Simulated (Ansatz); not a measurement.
# CH₄SeSi (SMILES [SiH2]=C[SeH]): functionals against CCSD(T) at one geometry

How do the functionals fare away from a minimum? The structure is a structure displaced at random from a GFN2-xTB minimum.

Method: single points in def2-TZVPP; program: Ansatz 0.2.0, Gaussian basis.

Correlated methods freeze the cores. Filled d shells of the heavier atoms are correlated.

## 1. The system as given

SMILES `[SiH2]=C[SeH]`, 7 atoms, charge 0, spin multiplicity 1.

Atoms are counted from 1 here; the program's logs count them from 0.

Bond lengths: Si1–C2 1.711 Å, Si1–H4 1.500 Å, Si1–H5 1.522 Å, C2–Se3 2.015 Å, C2–H6 1.037 Å, Se3–H7 1.430 Å. Angles: C2–Si1–H4 127.3°, C2–Si1–H5 124.8°, H4–Si1–H5 107.1°, Si1–C2–Se3 118.2°, Si1–C2–H6 126.9°, Se3–C2–H6 101.4°, C2–Se3–H7 90.0°.

Coordinates:

```xyz
7
charge 0, multiplicity 1
Si   -1.0250    0.4860   -0.5851
C     0.3544    0.2378    0.3965
Se    1.0096   -1.6504    0.6560
H    -1.5564   -0.4224   -1.6535
H    -1.7846    1.7997   -0.6979
H     0.5344    0.6484    1.3314
H     2.3545   -1.2134    0.4422
```

## 2. CCSD(T)/def2-TZVPP

File run/in.yaml:

```yaml
crystal:
  periodic: [false, false, false]
  atoms:
    - {symbol: Si, position_ang: [-1.025000, 0.486000, -0.585100]}
    - {symbol: C, position_ang: [0.354400, 0.237800, 0.396500]}
    - {symbol: Se, position_ang: [1.009600, -1.650400, 0.656000]}
    - {symbol: H, position_ang: [-1.556400, -0.422400, -1.653500]}
    - {symbol: H, position_ang: [-1.784600, 1.799700, -0.697900]}
    - {symbol: H, position_ang: [0.534400, 0.648400, 1.331400]}
    - {symbol: H, position_ang: [2.354500, -1.213400, 0.442200]}
basis:
  gaussian: {orbitals: def2-TZVPP}
correlation: {method: ccsd_t}
output: {forces: true}
```

No record of the launch command was kept for these runs.

## 3. PBE0-D4/def2-TZVPP

run/in.yaml: that of step 2 with these lines changed.

```diff
@@ -12,3 +12,3 @@
   gaussian: {orbitals: def2-TZVPP}
-correlation: {method: ccsd_t}
-output: {forces: true}
+hamiltonian: {xc: pbe0, dispersion: d4}
+output: {forces: true, orbitals: {seedname: orbitals}}
```

## 4. wB97M-V/def2-TZVPP

run/in.yaml: that of step 3 with these lines changed.

```diff
@@ -12,3 +12,3 @@
   gaussian: {orbitals: def2-TZVPP}
-hamiltonian: {xc: pbe0, dispersion: d4}
-output: {forces: true, orbitals: {seedname: orbitals}}
+hamiltonian: {xc: {name: wB97M-V}}
+output: {forces: true}
```

## 5. r2SCAN-D4/def2-TZVPP

run/in.yaml: that of step 4 with these lines changed.

```diff
@@ -12,3 +12,3 @@
   gaussian: {orbitals: def2-TZVPP}
-hamiltonian: {xc: {name: wB97M-V}}
+hamiltonian: {xc: r2scan, dispersion: d4}
 output: {forces: true}
```

## 6. PBE-D4/def2-TZVPP

run/in.yaml: that of step 5 with these lines changed.

```diff
@@ -12,3 +12,3 @@
   gaussian: {orbitals: def2-TZVPP}
-hamiltonian: {xc: r2scan, dispersion: d4}
+hamiltonian: {xc: pbe, dispersion: d4}
 output: {forces: true}
```

## 7. B97M-V/def2-TZVPP

run/in.yaml: that of step 6 with these lines changed.

```diff
@@ -12,3 +12,3 @@
   gaussian: {orbitals: def2-TZVPP}
-hamiltonian: {xc: pbe, dispersion: d4}
+hamiltonian: {xc: {name: B97M-V}}
 output: {forces: true}
```

## 8. BHLYP-D4/def2-TZVPP

run/in.yaml: that of step 7 with these lines changed.

```diff
@@ -12,3 +12,3 @@
   gaussian: {orbitals: def2-TZVPP}
-hamiltonian: {xc: {name: B97M-V}}
+hamiltonian: {xc: {name: BHLYP}, dispersion: d4}
 output: {forces: true}
```

(Steps that only read results are left out.)

Before running it: what results should come out? Wanted: energy less free atoms, CCSD(T)/def2-TZVPP; RMS force component; RMS force error; HOMO and LUMO, PBE0-D4; T1 diagnostic.

The runs gave:

| quantity | value |
| --- | --- |
| energy less free atoms, CCSD(T)/def2-TZVPP | -2003.7 kJ/mol |
| RMS force component | 0.877 to 0.930 eV/Å over the methods |
| RMS force error | PBE0-D4 0.191, wB97M-V 0.222, r2SCAN-D4 0.139, PBE-D4 0.199, B97M-V 0.174, BHLYP-D4 0.266 eV/Å |
| HOMO and LUMO, PBE0-D4 | -6.38 and -1.82 eV |
| T1 diagnostic | 0.013 |

In words: Against CCSD(T) the functionals' energies less atoms differ by -87.2 to +14.7 kJ/mol, PBE-D4 by -87.2 kJ/mol. CCSD(T) in triple zeta still lacks some correlation energy of the bonds, so part of these gaps is its own basis error and they don't rank the functionals. The forces of r2SCAN-D4 come nearest to CCSD(T), those of BHLYP-D4 are farthest. Frozen-core CCSD(T) forces in triple zeta carry basis errors of their own, and this is one geometry, so small gaps rank nothing. The restricted Hartree–Fock reference is unstable towards an unrestricted one at one or more of these structures.
